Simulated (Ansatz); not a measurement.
## AlClGeH4, SMILES [AlH2][GeH2][Cl]: a search for lower mean-field states

Program: the Ansatz DFT code, driven from Python.

The script, `run_states.py`:
```python
'''Restricted and unrestricted solutions of AlClGeH4, stretched and not.'''

import ansatz as az
import numpy as np

geometry_ang = [
    ('Al', (-0.8082, 0.339, -1.0976)),
    ('Ge', (0.8166, -0.2017, 0.5642)),
    ('Cl', (0.1286, -1.9426, 1.6501)),
    ('H', (-1.9495, -0.6627, -1.3783)),
    ('H', (-1.3269, 1.9009, -1.1928)),
    ('H', (2.1669, -0.4919, -0.1388)),
    ('H', (1.0337, 0.991, 1.5475)),
]
molecule = az.Crystal.molecule()
for symbol, xyz in geometry_ang:
    molecule = molecule.atom(symbol, xyz)
symbols = [site.symbol for site in molecule.cartesian_sites]

start = np.array([site.position_ang for site in molecule.cartesian_sites])
for factor in [1.0, 1.3]:
    xyz = (start - start.mean(axis=0)) * factor
    scaled = az.Crystal.molecule()
    for symbol, place in zip(symbols, xyz):
        scaled = scaled.atom(symbol, place.tolist())
    model = scaled.calculation().basis(gaussian='def2-SVP').functional('hf').spin('collinear')
    for search in ('off', 'standard'):
        try:
            data = model.scf(lower_state_search=search).run().report
        except az.AnsatzError as error:
            print(f'x{factor} search {search}: {type(error).__name__}')
            continue
        state = data['mean_field']['state']
        print(f'all distances x{factor}, search {search:8s} E = {data["free_energy_ev"]:.5f} eV  <S^2> = {abs(state["spin_squared"]):.3f}  other states met: {len(data["mean_field"]["others"])}')
```

```console
$ python run_states.py
all distances x1.0, search off      E = -75610.58687 eV  <S^2> = 0.000  other states met: 0
all distances x1.0, search standard E = -75610.58687 eV  <S^2> = 0.000  other states met: 0
all distances x1.3, search off      E = -75603.93140 eV  <S^2> = 0.000  other states met: 0
all distances x1.3, search standard E = -75604.05721 eV  <S^2> = 0.658  other states met: 7
```

Notes:
- Total energies depend on the basis set; only differences at equal settings carry meaning.
- The count of other states can hold repeated and symmetry-equivalent ends of the search; scaling all distances is a test, and for more than two atoms no physical path.
- The geometry comes from a force field and isn't relaxed at this level.
- The expectation value of S² is noticeably off S(S+1) in at least one run, so that state is spin-contaminated.
- Timing: 22 s on 1 thread of Arm Neoverse V1 (shared host), peak memory 0.3 GiB.
